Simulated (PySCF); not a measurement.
Molecule: F2CClH, in a box.

```
CELL_PARAMETERS angstrom
12.00000 0.00000 0.00000
0.00000 11.00000 0.00000
0.00000 0.00000 11.00000
ATOMIC_POSITIONS crystal
F 0.53211 0.43836 0.59396
C 0.53798 0.49215 0.48542
F 0.59922 0.42220 0.41222
Cl 0.40295 0.50900 0.42459
H 0.57625 0.58162 0.49428
```

Base run:

```yaml
Program: PySCF 2.14.0
Functional: HCTH407
Dispersion: D3(BJ)
Potentials_or_basis: pob-tzvp-rev2 (all-electron)
k_mesh: 1 × 1 × 1
Occupations: fixed
Spin: no spin polarisation
```

Its results: gap between the frontier levels 7.93 eV.

Task: After a change of settings the same cell gave: gap between the frontier levels 7.88 eV. Which change was it?
A. functional from HCTH407 to LDA; dispersion from D3(BJ) to none
B. functional from HCTH407 to TASK; dispersion from D3(BJ) to none
C. functional from HCTH407 to B97-D

Result: C.

Caveats: this is a molecule in a periodic box at the Γ point, so its band gap is the HOMO-LUMO gap; the basis of atomic orbitals isn't converged, which shifts pressures, moduli and gaps.

Runs at the PBE level aren't shown here.
